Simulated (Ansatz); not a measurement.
# Cl₃HOSn, SMILES [OH][Sn]([Cl])([Cl])[Cl]: energies of removing a hydrogen

Run with Ansatz's Python interface.

Contents of `cl3hosn.xyz`:
```text
6

O    -0.66960    0.47410    1.43620
Sn    0.23810   -0.20100   -0.15390
Cl    1.96840   -1.58810    0.55020
Cl   -1.17920   -1.43120   -1.48460
Cl    1.11790    1.57960   -1.43410
H    -1.43340    1.10250    1.04000
```

Script `bde.py`:
```python
# -*- coding: utf-8 -*-
'''Cost of removing each kind of hydrogen from Cl3HOSn, fragments frozen.'''

import ansatz as az


def energy(molecule, charge=0, unpaired=0):
    calc = molecule.calculation().basis(gaussian='def2-TZVP').functional('pbe')
    if charge:
        calc = calc.charge(charge)
    if unpaired:
        calc = calc.spin('collinear', total=unpaired)
    report = calc.run(threads=1, pin='off').report
    if report['published_state_doubts']:
        print('  doubts:', report['published_state_doubts'])
    return report['free_energy_ev']

def without(molecule, index):
    rest = az.Crystal.molecule()
    for i, site in enumerate(molecule.cartesian_sites):
        if i != index:
            rest = rest.atom(site.symbol, site.position_ang)
    return rest


def main():
    molecule = az.Crystal.molecule_from_extxyz('cl3hosn.xyz')

    whole = energy(molecule, 0)
    hydrogen = energy(az.Crystal.molecule().atom('H', (0, 0, 0)), 0, 1)
    print(f'E(molecule) = {whole:.5f} eV, E(H) = {hydrogen:.5f} eV')
    for index in [5]:
        radical = energy(without(molecule, index), 0, 1)
        print(f'H{index}: homolysis {96.485332 * (radical + hydrogen - whole):.1f} kJ/mol')


if __name__ == '__main__':
    main()
```

```console
$ python bde.py
E(molecule) = -45451.48618 eV, E(H) = -13.59523 eV
H5: homolysis 495.4 kJ/mol
```

The settings weren't tested for convergence. The geometry is a force-field or estimated start, not a minimum of this method, and the basis set is short of its limit. All parts are taken at fixed geometry, without zero-point energy. def2 sets replace the cores of elements past krypton by effective core potentials. This functional overbinds, so such energies come out a few per cent too high (LDA far more). The spin-orbit lowering of heavy atoms is left out. It ran for 92 s on 1 thread of Arm Neoverse V1, on a shared host, peak memory 0.62 GiB.

(A comment or docstring line of the script was reworded after the run, the code is as it ran; lines on the test bed's own set-up are left out of the output.)
